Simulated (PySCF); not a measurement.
# C8H18N2: the cost of one run

Computed with PySCF 2.14.0 and routines of our own; the level stands in each step. Atoms count from 0.

## 1. The starting structure

28 atoms, charge 0, multiplicity 1; geometry from: GFN2-xTB.

## 2. Magnetic properties: GIAO KT3/pcSseg-1

What the job is given:

```
{"job": {"kind": "mag", "xc": "KT3", "basis": "pcSseg-1", "isotopologues": 0}, "charge": 0, "multiplicity": 1}
C      1.603741    -1.635064    -1.001317
N      0.759843    -1.073880     0.043025
C      1.485455    -0.850825     1.286059
C      2.101429     0.544759     1.132811
C      1.039224     1.258206     0.287124
N      0.266542     0.202252    -0.372806
C     -1.193435     0.293598    -0.303923
C     -1.754109    -0.826525    -1.186927
C     -1.616596     1.641465    -0.896964
C     -1.765200     0.135918     1.114269
H      1.872872    -2.651565    -0.717032
H      2.518804    -1.058931    -1.184432
H      1.026813    -1.667985    -1.922088
H      0.769033    -0.858638     2.112675
H      2.222651    -1.634981     1.452423
H      2.271792     1.036591     2.087982
H      3.050345     0.485947     0.598969
H      1.492254     1.902425    -0.472732
H      0.406854     1.880701     0.926480
H     -2.840612    -0.800240    -1.179549
H     -1.419881    -1.791124    -0.817198
H     -1.406593    -0.703347    -2.209051
H     -2.689811     1.645445    -1.069669
H     -1.377288     2.467762    -0.232819
H     -1.109782     1.802079    -1.844885
H     -1.554522    -0.862525     1.488779
H     -2.842823     0.279707     1.096618
H     -1.337899     0.866132     1.798393
```

With the program's defaults for keys left out, this is: GIAO KT3/pcSseg-1 magnetisability, rotational g tensor and spin-rotation constants, non-relativistic, gas phase.

Started as:

```sh
$ OMP_NUM_THREADS=1 python excited_run.py task.json out
```

One launch serves the whole session: the jobs run in the order shown.

**Question.** How long does this first job take on 1 thread of Intel Xeon at 2.50GHz, shared host, and how much memory does it need?

About 6.9 min, with a peak of 1 GiB.
